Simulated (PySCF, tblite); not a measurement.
# C₅H₈O₂: a rotation path, then NMR shifts on frames, part 2 of 2

tblite 0.8.0 and PySCF 2.14.0. Atoms count from 0.

**5. Shielding tensors: image 4, PBE0/pcSseg-1**

The job: settings as JSON, then the geometry in Å.

```
{"job": {"kind": "nmr", "xc": "PBE0", "basis": "pcSseg-1", "pop": false}, "charge": 0, "multiplicity": 1}
C     -1.813800    -0.800200     0.622400
O     -1.355800     0.485000     0.279600
C     -0.191200     0.572500    -0.539900
C      0.586100    -0.700200    -0.738600
C      1.779600    -0.566200    -0.173500
O      2.025100     0.642400     0.379200
C      0.875800     1.456100     0.153500
H     -2.139900    -1.368400    -0.256300
H     -2.669400    -0.636000     1.275300
H     -1.054400    -1.378900     1.159900
H     -0.514600     1.014000    -1.494100
H      0.207300    -1.562000    -1.248300
H      2.583400    -1.276400    -0.093200
H      1.171800     2.308400    -0.463600
H      0.505500     1.817900     1.115600
```

Method: GIAO PBE0/pcSseg-1 NMR shielding, non-relativistic, gas phase.

Standard output:

```text
coarse grid: 12568 points
cycle   1  E = -345.1510728139  dE =  1.107e+00  |g| = 6.914e-01  |ddm| = 3.395e+00
cycle   2  E = -345.0643214630  dE =  8.675e-02  |g| = 9.931e-01  |ddm| = 1.315e+00
cycle   3  E = -345.2377624663  dE = -1.734e-01  |g| = 1.031e-01  |ddm| = 8.609e-01
cycle   4  E = -345.2394314870  dE = -1.669e-03  |g| = 4.893e-02  |ddm| = 1.046e-01
cycle   5  E = -345.2399491663  dE = -5.177e-04  |g| = 1.705e-02  |ddm| = 4.998e-02
cycle   6  E = -345.2400115710  dE = -6.240e-05  |g| = 5.277e-03  |ddm| = 1.792e-02
cycle   7  E = -345.2400172708  dE = -5.700e-06  |g| = 9.738e-04  |ddm| = 4.553e-03
final grid: 121432 points
cycle   8  E = -345.3045868570  dE = -2.691e-05  |g| = 1.425e-02  |ddm| = 3.034e-02
cycle   9  E = -345.3045365257  dE =  5.033e-05  |g| = 2.211e-02  |ddm| = 2.165e-02
cycle  10  E = -345.3046229860  dE = -8.646e-05  |g| = 1.974e-03  |ddm| = 1.428e-02
cycle  11  E = -345.3046238869  dE = -9.008e-07  |g| = 4.303e-04  |ddm| = 1.898e-03
cycle  12  E = -345.3046239200  dE = -3.317e-08  |g| = 1.780e-04  |ddm| = 4.909e-04
cycle  13  E = -345.3046239270  dE = -6.983e-09  |g| = 3.033e-05  |ddm| = 1.757e-04
cycle  14  E = -345.3046239272  dE = -1.510e-10  |g| = 1.159e-05  |ddm| = 2.837e-05
converged SCF energy = -345.3046239272

GIAO shielding tensors (ppm)
atom      isotropic    diamagn.    paramagn.     s11        s22        s33       span
  0 C      133.110     244.555    -111.445    108.161    114.052    177.118     68.957
  1 O      294.002     396.452    -102.450    214.104    293.398    374.504    160.400
  2 C      102.281     243.570    -141.290     71.199     97.207    138.435     67.236
  3 C       85.086     258.093    -173.006    -13.303    118.781    149.781    163.085
  4 C       26.646     252.281    -225.636    -71.328     58.015     93.250    164.578
  5 O      193.875     395.843    -201.968    100.552    187.008    294.066    193.514
  6 C      103.752     246.808    -143.056     69.359     96.936    144.960     75.601
  7 H       28.570      29.799      -1.229     24.944     25.638     35.127     10.183
  8 H       28.207      28.458      -0.250     24.182     26.031     34.409     10.227
  9 H       27.903      30.166      -2.263     23.817     26.811     33.080      9.263
 10 H       26.129      30.243      -4.114     21.750     26.311     30.325      8.575
 11 H       26.441      33.153      -6.712     24.296     27.103     27.924      3.628
 12 H       25.096      29.804      -4.708     23.155     24.626     27.508      4.353
 13 H       27.143      28.913      -1.770     22.639     27.168     31.623      8.984
 14 H       27.256      29.688      -2.432     23.661     27.356     30.751      7.091
```

Wall time 44 s (1 thread, shared host).

Key values: δ C4 160.3, C3 101.8, C2 84.6, C6 83.2, H12 6.62, H10 5.59 ppm.

**6. NMR shieldings: image 6, PBE0/pcSseg-1**

The job: settings as JSON, then the geometry in Å.

```
{"job": {"kind": "nmr", "xc": "PBE0", "basis": "pcSseg-1", "pop": false}, "charge": 0, "multiplicity": 1}
C     -1.689700    -0.731200     0.705500
O     -1.492200     0.425900    -0.075800
C     -0.212300     0.598400    -0.664700
C      0.562000    -0.666500    -0.923800
C      1.681100    -0.639700    -0.211500
O      1.886700     0.492400     0.501600
C      0.793900     1.369100     0.234700
H     -1.760300    -1.628400     0.080000
H     -2.639800    -0.582800     1.216000
H     -0.898500    -0.879100     1.446400
H     -0.425200     1.166600    -1.577400
H      0.210800    -1.461400    -1.548400
H      2.452500    -1.382600    -0.113600
H      1.181400     2.256200    -0.274700
H      0.345200     1.671200     1.183700
```

Level: GIAO PBE0/pcSseg-1 NMR shielding, non-relativistic, gas phase.

Standard output:

```text
coarse grid: 12568 points
cycle   1  E = -345.1539186613  dE =  1.103e+00  |g| = 6.883e-01  |ddm| = 3.391e+00
cycle   2  E = -345.0713212461  dE =  8.260e-02  |g| = 9.802e-01  |ddm| = 1.282e+00
cycle   3  E = -345.2398844213  dE = -1.686e-01  |g| = 1.000e-01  |ddm| = 8.290e-01
cycle   4  E = -345.2415167118  dE = -1.632e-03  |g| = 4.388e-02  |ddm| = 9.781e-02
cycle   5  E = -345.2419245230  dE = -4.078e-04  |g| = 1.609e-02  |ddm| = 4.528e-02
cycle   6  E = -345.2419796085  dE = -5.509e-05  |g| = 5.559e-03  |ddm| = 1.725e-02
cycle   7  E = -345.2419861112  dE = -6.503e-06  |g| = 1.012e-03  |ddm| = 4.886e-03
final grid: 121432 points
cycle   8  E = -345.3067969556  dE = -3.052e-05  |g| = 1.436e-02  |ddm| = 3.175e-02
cycle   9  E = -345.3067460645  dE =  5.089e-05  |g| = 2.227e-02  |ddm| = 2.181e-02
cycle  10  E = -345.3068338800  dE = -8.782e-05  |g| = 1.861e-03  |ddm| = 1.419e-02
cycle  11  E = -345.3068346634  dE = -7.835e-07  |g| = 4.505e-04  |ddm| = 1.795e-03
cycle  12  E = -345.3068347004  dE = -3.693e-08  |g| = 1.855e-04  |ddm| = 5.161e-04
cycle  13  E = -345.3068347080  dE = -7.584e-09  |g| = 3.209e-05  |ddm| = 1.847e-04
cycle  14  E = -345.3068347081  dE = -1.710e-10  |g| = 1.172e-05  |ddm| = 3.216e-05
converged SCF energy = -345.3068347081

GIAO shielding tensors (ppm)
atom      isotropic    diamagn.    paramagn.     s11        s22        s33       span
  0 C      133.695     245.046    -111.351    109.281    115.009    176.794     67.512
  1 O      296.799     395.339     -98.540    238.477    286.351    365.568    127.091
  2 C      101.750     243.477    -141.727     71.633     97.838    135.780     64.147
  3 C       83.607     258.055    -174.449    -14.645    115.207    150.258    164.903
  4 C       27.327     252.229    -224.901    -72.255     59.776     94.460    166.715
  5 O      190.134     395.908    -205.774    103.134    189.045    278.223    175.089
  6 C      106.919     247.261    -140.342     71.733     97.371    151.654     79.921
  7 H       28.326      29.988      -1.662     24.055     26.372     34.553     10.498
  8 H       28.231      28.585      -0.354     24.406     25.974     34.314      9.907
  9 H       28.563      30.450      -1.886     24.710     27.185     33.795      9.085
 10 H       26.160      30.174      -4.013     21.794     26.358     30.329      8.534
 11 H       26.356      32.970      -6.614     24.541     27.203     27.323      2.783
 12 H       25.124      29.850      -4.726     23.217     24.597     27.558      4.341
 13 H       27.241      29.040      -1.798     22.641     27.184     31.899      9.259
 14 H       27.365      29.804      -2.440     24.276     27.053     30.765      6.490
```

Wall time 44 s (1 thread, shared host).

Key values: δ C4 159.6, C3 103.3, C2 85.2, C6 80.0, H12 6.59, H10 5.56 ppm.

**7. Shielding tensors: image 8, PBE0/pcSseg-1**

The job: settings as JSON, then the geometry in Å.

```
{"job": {"kind": "nmr", "xc": "PBE0", "basis": "pcSseg-1", "pop": false}, "charge": 0, "multiplicity": 1}
C     -1.631300    -0.625400     0.784900
O     -1.526400     0.346400    -0.230400
C     -0.221600     0.580200    -0.725400
C      0.570000    -0.660000    -1.058100
C      1.648400    -0.698500    -0.286800
O      1.800800     0.358800     0.547800
C      0.731400     1.265200     0.288500
H     -1.322000    -1.613600     0.427700
H     -2.683500    -0.651200     1.061400
H     -1.032700    -0.368700     1.665500
H     -0.398500     1.214600    -1.600200
H      0.254100    -1.387000    -1.777300
H      2.428800    -1.435900    -0.227700
H      1.154700     2.186700    -0.119200
H      0.223300     1.496400     1.227400
```

Method: GIAO PBE0/pcSseg-1 NMR shielding, non-relativistic, gas phase.

Standard output:

```text
coarse grid: 12568 points
cycle   1  E = -345.1577962386  dE =  1.111e+00  |g| = 6.854e-01  |ddm| = 3.387e+00
cycle   2  E = -345.0766859860  dE =  8.111e-02  |g| = 9.740e-01  |ddm| = 1.290e+00
cycle   3  E = -345.2431936834  dE = -1.665e-01  |g| = 9.903e-02  |ddm| = 8.338e-01
cycle   4  E = -345.2448175577  dE = -1.624e-03  |g| = 4.189e-02  |ddm| = 9.748e-02
cycle   5  E = -345.2451893194  dE = -3.718e-04  |g| = 1.510e-02  |ddm| = 4.342e-02
cycle   6  E = -345.2452371272  dE = -4.781e-05  |g| = 5.719e-03  |ddm| = 1.652e-02
cycle   7  E = -345.2452441265  dE = -6.999e-06  |g| = 1.049e-03  |ddm| = 5.067e-03
final grid: 121432 points
cycle   8  E = -345.3094847787  dE = -2.848e-05  |g| = 1.393e-02  |ddm| = 3.475e-02
cycle   9  E = -345.3094366467  dE =  4.813e-05  |g| = 2.163e-02  |ddm| = 2.149e-02
cycle  10  E = -345.3095196306  dE = -8.298e-05  |g| = 1.794e-03  |ddm| = 1.385e-02
cycle  11  E = -345.3095203547  dE = -7.241e-07  |g| = 4.176e-04  |ddm| = 1.705e-03
cycle  12  E = -345.3095203862  dE = -3.151e-08  |g| = 1.813e-04  |ddm| = 5.019e-04
cycle  13  E = -345.3095203934  dE = -7.183e-09  |g| = 2.830e-05  |ddm| = 1.766e-04
cycle  14  E = -345.3095203935  dE = -1.272e-10  |g| = 1.104e-05  |ddm| = 2.974e-05
converged SCF energy = -345.3095203935

GIAO shielding tensors (ppm)
atom      isotropic    diamagn.    paramagn.     s11        s22        s33       span
  0 C      136.225     245.880    -109.655    112.084    116.114    180.477     68.394
  1 O      294.045     395.338    -101.293    233.827    288.940    359.369    125.542
  2 C      101.444     243.978    -142.534     71.032     99.499    133.802     62.769
  3 C       83.139     257.558    -174.419    -12.795    116.650    145.563    158.358
  4 C       27.925     251.790    -223.865    -73.758     62.202     95.332    169.091
  5 O      189.277     395.778    -206.501    105.387    185.021    277.423    172.035
  6 C      112.902     247.667    -134.765     77.067     99.418    162.221     85.154
  7 H       28.233      30.173      -1.940     23.765     27.403     33.530      9.765
  8 H       28.242      28.704      -0.462     24.213     26.093     34.421     10.207
  9 H       28.874      30.538      -1.664     24.932     27.289     34.402      9.469
 10 H       26.179      30.254      -4.074     22.055     26.023     30.459      8.404
 11 H       26.551      32.635      -6.083     24.811     26.874     27.969      3.158
 12 H       25.148      29.698      -4.550     23.244     24.549     27.651      4.407
 13 H       27.396      29.146      -1.750     22.559     27.023     32.606     10.047
 14 H       27.240      30.122      -2.882     24.475     26.903     30.341      5.866
```

Wall time 46 s (1 thread, shared host).

Key values: δ C4 159.0, C3 103.8, C2 85.5, C6 74.0, H12 6.57, H10 5.54 ppm.

**8. Run by run: NMR shifts**

Shifts (ppm) of some atoms, chosen among heavy atoms and hydrogens apart, with basis size and wall time:

```csv
frame,C2,C6,C0,H10,H9,O5,O1,functions,time
image 0,88.6,78.6,57.8,4.83,3.57,140.2,59.1,159,43 s
image 2,86.1,80.4,54.5,5.19,3.82,143.6,56.4,159,43 s
image 4,84.6,83.2,53.8,5.59,3.81,142.2,42.1,159,44 s
image 6,85.2,80.0,53.2,5.56,3.15,145.9,39.3,159,44 s
image 8,85.5,74.0,50.7,5.54,2.84,146.8,42.0,159,46 s
```

**9. Summary of results**

What follows sums up all 2 parts.

| quantity | value |
| --- | --- |
| lowest and highest image | -0.024 and 0.090 eV |
| 13C shifts against TMS (PBE0/pcSseg-1, image 0) | 159.4, 102.3, 88.6, 78.6, 57.8 ppm |
| 1H shifts against TMS (PBE0/pcSseg-1, image 0) | 6.57, 5.52, 4.83, 4.56, 4.35, 3.77, 3.57, 3.16 ppm |
| 17O shifts against H2O (PBE0/pcSseg-1, image 0) | 140.2, 59.1 ppm |
| range of the shift of O1 | 39.3 to 59.1 ppm |

In words: The band dips 0.5 kcal/mol below its start, so the start is not the lowest point of the turn; from the lowest image the climb to the highest is 2.6 kcal/mol (GFN2-xTB, rough). Shifts at one fixed geometry are not the observed spectrum, which averages over the motion. Across the 5 runs the shift of O1 moves most, between 39.3 (image 6) and 59.1 ppm (image 0).
